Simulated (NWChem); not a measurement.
# One shape, several levels: C2H7BN2 (SMILES NB1CNC1)

We compute a comparison of 3 runs (HF/def2-SVP, B3LYP/6-31G**, PBE0/def2-SVP) of C2H7BN2. 

Program for the calculation: NWChem 7.3.0.

### Step 1. The structure to begin with

The species is C2H7BN2 (12 atoms), meant as a singlet with charge 0. As SMILES, `NB1CNC1`. Geometry: relaxed at PBE0-D4/def2-TZVP.

Bond lengths: N1–B2 1.384 Å, B2–C3 1.586 Å, C3–N4 1.482 Å, B2–C5 1.586 Å, N4–C5 1.482 Å, N1–H6 1.006 Å, N1–H7 1.006 Å, C3–H8 1.095 Å, C3–H9 1.101 Å, N4–H10 1.012 Å, C5–H11 1.101 Å, C5–H12 1.095 Å. Some angles: N1–B2–C3 135.9°, N1–B2–C5 135.9°, C3–B2–C5 88.2°, B2–C3–N4 86.2°, C3–N4–C5 96.2°, B2–C5–N4 86.2°, B2–N1–H6 123.1°, B2–N1–H7 123.1°, B2–C3–H8 121.1°, B2–C3–H9 112.3°.

### Step 2. Energy and gradient at HF/def2-SVP (run 1)

run.py

```python
from ase import Atoms
from ase.calculators.nwchem import NWChem

atoms = Atoms(['N', 'B', 'C', 'N', 'C', 'H', 'H', 'H', 'H', 'H', 'H', 'H'], positions=[
    [-1.464900, 1.286500, -0.088100],
    [-0.424100, 0.376900, -0.024600],
    [0.545200, -0.167100, 1.106800],
    [0.858000, -1.271200, 0.168600],
    [0.268200, -0.633400, -1.032300],
    [-1.775900, 1.821700, 0.704600],
    [-1.987700, 1.465400, -0.928400],
    [0.154600, -0.499400, 2.073800],
    [1.388700, 0.513900, 1.298000],
    [1.840400, -1.500700, 0.091400],
    [1.002300, -0.136300, -1.684700],
    [-0.328000, -1.311400, -1.651200],
])

calc = NWChem(
    label='c2h7bn2',
    theory='scf',
    memory='2200 mb',
    basis='def2-SVP',
    basispar='spherical bse',
    scf={'nopen': '0', 'rhf': None, 'thresh': '1e-08', 'maxiter': '80'},
)
atoms.calc = calc

forces = atoms.get_forces()
e = atoms.get_potential_energy()
print(f"E = {e:.6f} eV")
print("forces (eV/A):")
for s, f in zip(atoms.symbols, forces):
    print(f"{s:2s} {f[0]:10.5f} {f[1]:10.5f} {f[2]:10.5f}")
print("dipole (e A):", atoms.get_dipole_moment().round(4))
```

Run with:

```sh
$ export ASE_NWCHEM_COMMAND="nwchem PREFIX.nwi > PREFIX.nwo"
$ python run.py
```

What it wrote:

```text
E = -5802.582874 eV
forces (eV/A):
N    -0.41261    0.38777   -0.02874
B    -0.30288    0.16738    0.00334
C     0.22826   -0.26405    0.12804
N     0.40577    0.32226   -0.12074
C     0.19875   -0.30658   -0.06130
H     0.10202   -0.18615   -0.27526
H     0.17499   -0.06124    0.29105
H     0.01481    0.03461   -0.03764
H    -0.02026   -0.07240   -0.01759
H    -0.40233   -0.01167    0.05471
H    -0.00956   -0.05682    0.04859
H     0.02299    0.04690    0.01553
dipole (e A): [-0.1624  0.5192 -0.0921]
```

The calculator wrote c2h7bn2.nwi:

```
title "c2h7bn2"

permanent_dir c2h7bn2

scratch_dir c2h7bn2

start c2h7bn2

geometry units angstrom nocenter noautosym noautoz
  N  -1.4649000000000001e+00 1.2865000000000000e+00 -8.8099999999999998e-02
  B  -4.2409999999999998e-01 3.7690000000000001e-01 -2.4600000000000000e-02
  C  5.4520000000000002e-01 -1.6710000000000000e-01 1.1068000000000000e+00
  N  8.5799999999999998e-01 -1.2712000000000001e+00 1.6860000000000000e-01
  C  2.6819999999999999e-01 -6.3339999999999996e-01 -1.0323000000000000e+00
  H  -1.7759000000000000e+00 1.8217000000000001e+00 7.0460000000000000e-01
  H  -1.9877000000000000e+00 1.4654000000000000e+00 -9.2840000000000000e-01
  H  1.5459999999999999e-01 -4.9940000000000001e-01 2.0737999999999999e+00
  H  1.3887000000000000e+00 5.1390000000000002e-01 1.2980000000000000e+00
  H  1.8404000000000000e+00 -1.5006999999999999e+00 9.1399999999999995e-02
  H  1.0023000000000000e+00 -1.3630000000000000e-01 -1.6847000000000001e+00
  H  -3.2800000000000001e-01 -1.3113999999999999e+00 -1.6512000000000000e+00
end

memory 2200 mb

basis spherical bse noprint
   * library def2-SVP
end

scf
  nopen 0
  rhf
  thresh 1e-08
  maxiter 80
end

task scf gradient
```

c2h7bn2.nwo:

```text
Northwest Computational Chemistry Package (NWChem) 7.3.0
             --------------------------------------------------------

           Job information
           ---------------

    nwchem branch   = 7.3.0
    use scalapack   = T
    input           = c2h7bn2.nwi
    prefix          = c2h7bn2.
    data base       = c2h7bn2/c2h7bn2.db
    status          = startup
    nproc           =        1

           Memory information
           ------------------

[... 5 lines left out ...]
    hardfail = no
[... 144 lines left out ...]
         Quadratically convergent ROHF
[... 14 lines left out ...]
       Final RHF  results
[... 4 lines left out ...]
      Two-electron energy =    236.212130974676
[... 38 lines left out ...]
                       ROHF Final Molecular Orbital Analysis
[... 267 lines left out ...]
                 ----------------------------------------
                 |  Time  |  1-e(secs)   |  2-e(secs)   |
                 ----------------------------------------
                 |  CPU   |       0.01   |       3.32   |
                 ----------------------------------------
                 |  WALL  |       0.01   |       3.32   |
                 ----------------------------------------

 Task  times  cpu:       19.6s     wall:       19.6s
 Total times  cpu:       19.7s     wall:       19.7s
```

It took 21 s on 1 thread of AMD EPYC 7B13 (Zen 3), shared host; peak memory 0.1 GiB.

### Step 3. Energy and gradient at B3LYP/6-31G(d,p) (spherical functions) (run 2)

input.nw

```
START input
memory total 2200 mb
charge 0

GEOMETRY noautosym nocenter noautoz
 N    -1.464900    1.286500   -0.088100
 B    -0.424100    0.376900   -0.024600
 C     0.545200   -0.167100    1.106800
 N     0.858000   -1.271200    0.168600
 C     0.268200   -0.633400   -1.032300
 H    -1.775900    1.821700    0.704600
 H    -1.987700    1.465400   -0.928400
 H     0.154600   -0.499400    2.073800
 H     1.388700    0.513900    1.298000
 H     1.840400   -1.500700    0.091400
 H     1.002300   -0.136300   -1.684700
 H    -0.328000   -1.311400   -1.651200
END

BASIS spherical bse
 N library 6-31G**
 B library 6-31G**
 C library 6-31G**
 H library 6-31G**
END

DFT
 xc b3lyp
 grid fine
 convergence energy 1e-08
 maxiter 100
 mulliken
 noprint "final vectors analysis"
END

TASK dft gradient
```

Run with:

```sh
$ nwchem input.nw > input.out
```

What it wrote:

```text
[...]
          Wavefunction type:  closed shell.
          No. of atoms     :    12
          No. of electrons :    38
[...]
          Charge           :     0
          Spin multiplicity:     1
[...]
          AO basis - number of functions:   105
[...]
              XC Information
              --------------
                         B3LYP Method XC Potential
                     Hartree-Fock (Exact) Exchange  0.200
                        Slater Exchange Functional  0.800 local
                    Becke 1988 Exchange Functional  0.720 non-local
              Lee-Yang-Parr Correlation Functional  0.810
                  VWN I RPA Correlation Functional  0.190 local
[...]
 d= 0,ls=0.0,diis     1   -214.7312260950 -3.79D+02  7.89D-03  5.01D-01     3.1
[...]
 d= 0,ls=0.0,diis    10   -214.7922673274 -4.39D-10  1.55D-07  3.26D-10    25.6
         Total DFT energy =     -214.792267327401
      One electron energy =     -614.266592356268
           Coulomb energy =      267.077320762595
    Exchange-Corr. energy =      -31.487973834719
 Nuclear repulsion energy =      163.884978100991
[...]
  wavefunction    = closed shell
[...]
```

It took 32 s on 1 thread of AMD EPYC 7B13 (Zen 3), shared host; peak memory 0.12 GiB.

### Step 4. Energy and gradient at PBE0/def2-SVP (run 3)

struct.nw

```
start struct
title "C2H7BN2"
memory total 2200 mb
geometry units angstroms noautosym nocenter noautoz
 N     -1.464900     1.286500    -0.088100
 B     -0.424100     0.376900    -0.024600
 C      0.545200    -0.167100     1.106800
 N      0.858000    -1.271200     0.168600
 C      0.268200    -0.633400    -1.032300
 H     -1.775900     1.821700     0.704600
 H     -1.987700     1.465400    -0.928400
 H      0.154600    -0.499400     2.073800
 H      1.388700     0.513900     1.298000
 H      1.840400    -1.500700     0.091400
 H      1.002300    -0.136300    -1.684700
 H     -0.328000    -1.311400    -1.651200
end
basis spherical bse
 * library def2-SVP
end
dft
 xc pbe0
 grid fine
 convergence energy 1e-08
 maxiter 100
 mulliken
end
task dft gradient
```

Run with:

```sh
$ nwchem struct.nw > struct.out
```

What it wrote:

```text
[...]
          Wavefunction type:  closed shell.
          No. of atoms     :    12
          No. of electrons :    38
[...]
          Charge           :     0
          Spin multiplicity:     1
[...]
          AO basis - number of functions:   105
[...]
              XC Information
              --------------
                         PBE0 Method XC Functional
                     Hartree-Fock (Exact) Exchange  0.250
          PerdewBurkeErnzerhof Exchange Functional  0.750
            Perdew 1991 LDA Correlation Functional  1.000 local
           PerdewBurkeErnz. Correlation Functional  1.000 non-local
[...]
 d= 0,ls=0.0,diis     1   -214.3189499475 -3.78D+02  8.17D-03  4.27D-01     2.8
[...]
 d= 0,ls=0.0,diis    10   -214.3732522865 -3.46D-10  1.88D-07  3.21D-10    23.3
         Total DFT energy =     -214.373252286466
      One electron energy =     -613.821093694372
           Coulomb energy =      266.707150786757
    Exchange-Corr. energy =      -31.144287479841
 Nuclear repulsion energy =      163.884978100991
[...]
      Total Density - Mulliken Population Analysis
     ---------------------------------------------
    Atom       Charge   Shell Charges
 -----------   ------   -------------------------------------------------------
    1 N    7     7.07   1.99  0.97  0.32  2.48  1.30  0.01
    2 B    5     5.10   1.99  0.82  0.13  1.62  0.43  0.11
    3 C    6     6.01   1.99  0.90  0.17  2.09  0.83  0.04
    4 N    7     7.34   1.99  1.00  0.55  2.40  1.39  0.03
    5 C    6     6.01   1.99  0.90  0.17  2.09  0.83  0.04
    6 H    1     0.86   0.72  0.09  0.05
    7 H    1     0.86   0.72  0.09  0.05
    8 H    1     0.96   0.74  0.19  0.02
    9 H    1     0.97   0.74  0.20  0.02
   10 H    1     0.90   0.74  0.12  0.04
[...]
  wavefunction    = closed shell
[...]
```

Wall time 29 s (1 thread of AMD EPYC 7B13 (Zen 3), shared host); peak memory 0.12 GiB.

### Step 5. The series

| run | level | iteration cap | module | energy (Eh) | dipole moment (D) | HOMO energy (eV) | LUMO energy (eV) | wall time |
| --- | --- | --- | --- | --- | --- | --- | --- | --- |
| 1 | HF/def2-SVP | 80 | scf | -213.240989 | 2.65 | -9.58 | 4.65 | 21 s |
| 2 | B3LYP/6-31G** (spherical functions) | 100 | dft | -214.792267 | 2.52 | – | – | 32 s |
| 3 | PBE0/def2-SVP | 100 | dft | -214.373252 | 2.54 | -5.83 | 1.01 | 29 s |

### Step 6. What came out

| quantity | value |
| --- | --- |
| run 3: total energy | -214.37325 Eh |
| run 3: dipole moment | 2.54 D |
| run 3: HOMO energy | -5.83 eV |
| run 3: LUMO energy | 1.01 eV |
| run 3: HOMO–LUMO gap | 6.84 eV |
| run 3: largest force on an atom | 0.456 eV/Å |

**Reading.** The dipole moment (its size) runs from 2.52 D (B3LYP/6-31G**) to 2.65 D (HF/def2-SVP). The two ends differ in method and basis. Totals of different functionals can't be ranked against each other. All runs together took 82 s, the longest 32 s.
